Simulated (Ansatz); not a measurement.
# RbH2: the cost of one run

Method: DFT PBE, scalar-relativistic, plane waves, PAW, in Ansatz 0.2.0.

1 further run of the same task is left out (it didn't finish).

### Step 1. Starting point

The structure is trigonal, space group R-3m (No. 166). Conventional cell: a = 3.478 Å, b = 3.478 Å, c = 15.756 Å, α = 90.00°, β = 90.00°, γ = 120.00°. Around Rb (site symmetry -3m) lie 6 H at 2.40 Å. H (site symmetry 3m) has 3 Rb at 2.40 Å as nearest neighbours.

As a file:

```cif
data_structure
_symmetry_space_group_name_H-M 'R-3m:H'
_symmetry_Int_Tables_number 166
_cell_length_a 3.4779
_cell_length_b 3.4779
_cell_length_c 15.7560
_cell_angle_alpha 90.000
_cell_angle_beta 90.000
_cell_angle_gamma 120.000
_cell_volume 165.04
loop_
_atom_site_label
_atom_site_type_symbol
_atom_site_symmetry_multiplicity
_atom_site_Wyckoff_symbol
_atom_site_fract_x
_atom_site_fract_y
_atom_site_fract_z
_atom_site_occupancy
Rb1 Rb 3 a 0.00000 0.00000 0.00000 1
H1 H 6 c 0.00000 0.00000 0.75000 1
```

This is candidate A: cadmium chloride type (R-3m, No. 166).

(A quick probe on a coarse mesh, which set the mesh and smearing, is not shown.)

### Step 3. A loose first relaxation (candidate A)

Contents of input.yaml:

```yaml
crystal:
  lattice:
    - [1.7389251992, 1.0039689319, 5.2519989411]
    - [-1.7389251992, 1.0039689319, 5.2519989411]
    - [0.0, -2.0079378637, 5.2519989411]
  atoms:
    - { symbol: Rb, position: [0.0, 0.0, 0.0] }
    - { symbol: H, position: [0.75, 0.75, 0.75] }
    - { symbol: H, position: [0.25, 0.25, 0.25] }
basis:
  ecutwfc: 420
kpoints:
  mp_grid: { grid: [6, 6, 6] }
hamiltonian:
  xc: pbe
scf:
  occupations: { method: gaussian, width: 0.1 }
  lower_state_search: "off"
output:
  forces: true
  stress: true
  eigenvalues: true
relax:
  adjacent_minimum: "off"
  f_tol: 0.04
  max_steps: 70
  cell: { stress_tol: 0.4 }
```

Started as:

```console
$ ansatz run input.yaml --threads 1 --pin off --max-ram 2560MiB --backend cpu --events-out ev --progress --plain --runs-dir out
```

**Question.** How long does this run take on 1 thread of Intel Xeon Platinum 8259CL at 2.50GHz (Skylake/Cascade Lake), shared host, and how much memory does it need?

About 23 s, with a peak of 0.38 GiB.
